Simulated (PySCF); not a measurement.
# C3H6BClSe: the cost of one run

Computed with PySCF 2.14.0 and routines of our own; the level stands in each step. Atoms count from 0.

### 1 The system as given

12 atoms, charge 0, multiplicity 1; geometry from: GFN2-xTB.

### 2 Relaxing the molecule at PBE0-D3(BJ)/def2-SVP

The job: settings as JSON, then the geometry in Å.

```
{"job": {"xc": "PBE0", "basis": "def2-SVP", "d3": "d3bj", "grid": 1, "maxiter": 30, "shake": 0.01, "kind": "geom"}, "charge": 0, "multiplicity": 1}
C      2.566140    -0.076850     0.260040
C      1.266030    -0.385490     0.383950
Se     0.075970    -0.689430    -1.087290
C     -1.595950    -0.594860    -0.079150
B     -1.702860     0.934700     0.206240
Cl    -2.551520     1.964920    -0.844440
H      3.012490     0.081330    -0.710160
H      3.192500     0.095750     1.111810
H      0.799870    -0.513700     1.369430
H     -2.376890    -0.994380    -0.755370
H     -1.536110    -1.276090     0.781600
H     -1.109970     1.425820     1.119030
```

Run with:

```
$ OMP_NUM_THREADS=1 python heavy_run.py task.json out
```

The driver reads the jobs from task.json and runs them one after another.

**Question.** How long does this first job take on 1 thread of Arm Neoverse V2, shared host, and how much memory does it need?

About 55 s, with a peak of 0.57 GiB.
